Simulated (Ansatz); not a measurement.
I need a convergence test of the k-point mesh of AgPdO2, space group Pmmm. Use Ansatz's Python interface. Level of theory (first run): r2SCAN, PAW, cutoff 531 eV, 3×2×2 k-points, Methfessel-Paxton smearing of 0.1 eV. The script varies spacing (1/A): 1.0, 0.6, 0.4, 0.3.

`agpdo2.vasp`
```text
AgPdO2
1.0
   3.00450974    0.00000000    0.00000000
   0.00000000    3.34717092    0.00000000
   0.00000000    0.00000000    5.42314049
Ag Pd O
1 1 2
Direct
   0.50000000    0.50000000    0.50000000
   0.00000000    0.00000000    0.00000000
   0.50000000    0.00000000    0.24604253
   0.50000000    0.00000000    0.75395747
```

The script, `kconv.py`:
```python
"""Convergence of AgPdO2 with the k-point mesh."""

import warnings

import ansatz as az
from ase.io import read
import pandas as pd

warnings.simplefilter("ignore", az.DeckWarning)

atoms = read("agpdo2.vasp", format="vasp")
cell = az.Crystal.from_ase(atoms)

setup = cell.calculation()
setup = setup.functional("r2scan")
setup = setup.basis(39 * az.Ry)
setup = setup.occupations(az.OccupationsMethod.METHFESSEL_PAXTON, width=0.1).scf(tolerance=1e-09)
setup = setup.stress()

rows = []
for value in [1.0, 0.6, 0.4, 0.3]:
    rep = setup.kpoints(spacing=value).run(threads=1, pin="off").report
    rows.append((value, rep["free_energy_ev"] / len(rep["lattice"]["sites"]), rep["n_iterations"], sum(rep["stress_gpa"][i][i] for i in range(3)) / 3, rep["n_kpoints"]))

table = pd.DataFrame(rows, columns=["spacing (1/A)", "F/atom (eV)", "iterations", "P (GPa)", "k-points"])
print(table.round(5).to_string(index=False))

# differences from the last row
for row in rows[:-1]:
    shift = 1000 * (row[1] - rows[-1][1])
    print(f"{row[0]}: {shift:+.2f} meV/atom" + ("  (within 1 meV)" if abs(shift) < 1 else ""))
```

```console
$ python kconv.py
 spacing (1/A)  F/atom (eV)  iterations  P (GPa)  k-points
           1.0  -3930.79341          10  0.86670         8
           0.6  -3930.80934          11 -0.14645        18
           0.4  -3930.81269          10 -0.11628        24
           0.3  -3930.81626           9 -0.15339        48
1.0: +22.85 meV/atom
0.6: +6.92 meV/atom
0.4: +3.58 meV/atom
```

What to keep in mind:
- The cell holds an odd number of electrons and is run without spin, so a magnetic state may lie lower.
- The program warned that this SCF threshold is loose for forces or stresses.
- Pressure is positive in compression.
- The structure comes from a database of computed cells and needn't be a stable or known phase.
- Shifts are counted from the finest mesh, which is itself no proven limit.
- The script silences the warnings on its input, which a real study should read.
- Finished in 15 s on 1 thread of Intel(R) Xeon(R) 6975P-C (Granite Rapids), on a shared host, peak memory 0.69 GiB.
